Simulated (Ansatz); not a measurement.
NbCd3:

```xyz
4
Lattice="4.2150 0.0000 0.0000 0.0000 4.2150 0.0000 0.0000 0.0000 4.2150" Properties=species:S:1:pos:R:3 pbc="T T T"
Cd    2.1075    2.1075    0.0000
Cd    2.1075    0.0000    2.1075
Cd    0.0000    2.1075    2.1075
Nb    0.0000    0.0000    0.0000
```

- Program: Ansatz 0.2.0
- Task: single point
- Functional: PBEsol
- Potentials or basis: Ansatz PAW
- Cutoff: 420 eV (not typed: the program's choice for these potentials)
- k mesh: 6 × 6 × 6
- Occupations: fermi-dirac, width 0.05 eV
- Spin: no spin polarisation

On this cell: pressure 1.4 GPa; largest force zero by symmetry; band gap on the k mesh none (metal or under the smearing width).

The same run follows on a disturbed copy (atoms moved at random, drawn with an rms of 0.05 Å):

```
Cd Nb
1.0
     4.21500    0.00000    0.00000
     0.00000    4.21500    0.00000
     0.00000    0.00000    4.21500
Cd Nb
3 1
Direct
  0.50919 0.49639 0.98110
  0.49184 0.00291 0.49874
  0.00175 0.49767 0.50851
  0.00896 0.99244 0.99268
```

Problem. What changes?

Solution. The energy (extrapolated to zero smearing) moves by +12.6 meV/atom; pressure 1.7 GPa; largest force 0.546 eV/Å; band gap on the k mesh none (metal or under the smearing width).

Forces in eV/Å, atoms in the order of the input:
```
Cd  -0.025 -0.002  0.512
Cd   0.346 -0.146 -0.337
Cd  -0.010 -0.032 -0.545
Nb  -0.310  0.179  0.371
```

Stress tensor (GPa, compression positive):
```
 1.77  0.01 -0.17
 0.01  1.66  0.14
-0.17  0.14  1.77
```

Caveats: the PAW data sets come from PBE, with cores solved anew for the run's functional, which leaves a small shift of forces and pressure.
